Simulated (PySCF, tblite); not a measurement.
# C5H11NSi3: geometry, infrared bands and NMR shifts

Wanted: the infrared bands and NMR shifts of C5H11NSi3 (`CC#C[Si@@]([SiH3])(C#N)C[SiH3]`), by calculation.

Programs: tblite 0.8.0 and PySCF 2.14.0, with density-fitted response routines of our own. Each step states its level of theory. These are calculated values for one molecule in the gas phase, unless marked as measured. Atoms count from 0, in the outputs and in this text.

**1. Starting geometry**

20 atoms, charge 0, multiplicity 1; geometry from: force field or distance geometry start.

Bonds of the start (Å): C0–C1 1.45, C1–C2 1.21, C2–Si3 1.89, Si3–Si4 2.33, Si3–C5 1.87, C5–N6 1.17, Si3–C7 1.88, C7–Si8 1.84, C0–H9 1.10, C0–H10 1.10, C0–H11 1.10, Si4–H12 1.49, Si4–H13 1.48, Si4–H14 1.49, C7–H15 1.10, C7–H16 1.10, Si8–H17 1.48, Si8–H18 1.48, Si8–H19 1.48.

**2. Geometry optimisation with GFN2-xTB**

Job settings and geometry (Å):

```
{"job": {"kind": "relax", "xc": "GFN2-xTB", "basis": "xTB"}, "charge": 0, "multiplicity": 1}
C     -4.187000     0.220700     0.207300
C     -2.748200     0.210400     0.013600
C     -1.543000     0.191300    -0.128600
Si     0.332600     0.193600    -0.380300
Si     0.859800    -1.893600    -1.270200
C      0.835900     1.445700    -1.674600
N      1.171600     2.228700    -2.470500
C      1.132700     0.440600     1.299600
Si     2.957100     0.574100     1.098400
H     -4.607700     1.213400    -0.008100
H     -4.462200    -0.032600     1.237500
H     -4.684300    -0.502300    -0.453200
H      0.064900    -2.158600    -2.497900
H      0.576700    -2.957600    -0.281600
H      2.304600    -1.948300    -1.609500
H      0.726800     1.346400     1.771400
H      0.874900    -0.392200     1.965300
H      3.580900     0.752200     2.426800
H      3.305100     1.737900     0.251800
H      3.503700    -0.658900     0.499700
```

Run with:

```console
> OMP_NUM_THREADS=1 python probes_run.py task.json out
```

The driver reads the jobs from task.json and runs them one after another.

**Question.** This job is followed by: GFN2-xTB harmonic vibrations, gas phase; GIAO PBE0/pcSseg-1 NMR shielding, non-relativistic, gas phase. Predict these results of the whole session: strongest single infrared mode (GFN2-xTB); zero-point energy (GFN2-xTB); ¹³C shifts against TMS (PBE0/pcSseg-1); ¹H shifts against TMS (PBE0/pcSseg-1, means over atoms taken as alike); ²⁹Si shifts against TMS (PBE0/pcSseg-1); ¹⁵N shifts against NH3 (PBE0/pcSseg-1).

The runs gave:

| quantity | value |
| --- | --- |
| strongest single infrared mode (GFN2-xTB) | 771 cm⁻¹, 500 km/mol |
| zero-point energy (GFN2-xTB) | 81.4 kcal/mol |
| ¹³C shifts against TMS (PBE0/pcSseg-1) | 125.2, 117.5, 82.0, 6.2, -3.1 ppm |
| ¹H shifts against TMS (PBE0/pcSseg-1, means over atoms taken as alike) | 4.06, 3.58, 2.15, 0.62, 0.07 ppm |
| ²⁹Si shifts against TMS (PBE0/pcSseg-1) | -61.4, -76.3, -113.6 ppm |
| ¹⁵N shifts against NH3 (PBE0/pcSseg-1) | 362.3 ppm |

**Reading.** The optimisation took 91 steps and gained 0.266 eV; among the close pairs (by a distance rule), C7–Si8 changed most, from 1.840 to 1.902 Å. All 54 modes are real, so the xTB geometry is a minimum. The strongest single mode, at 771 cm⁻¹, has its largest shares on H14, H13 and H12 (the list is cut at 3 atoms). Unscaled tight-binding wavenumbers are off by several per cent, some by more. Its intensities can rank the bands wrongly. The most deshielded carbon is C5 (nitrile carbon), at 125.2 ppm: this is the usual window of a C≡N carbon, which has no attached hydrogen. At PBE0/pcSseg-1: The largest span, 573 ppm, is at N6, where the paramagnetic term is -434 ppm.
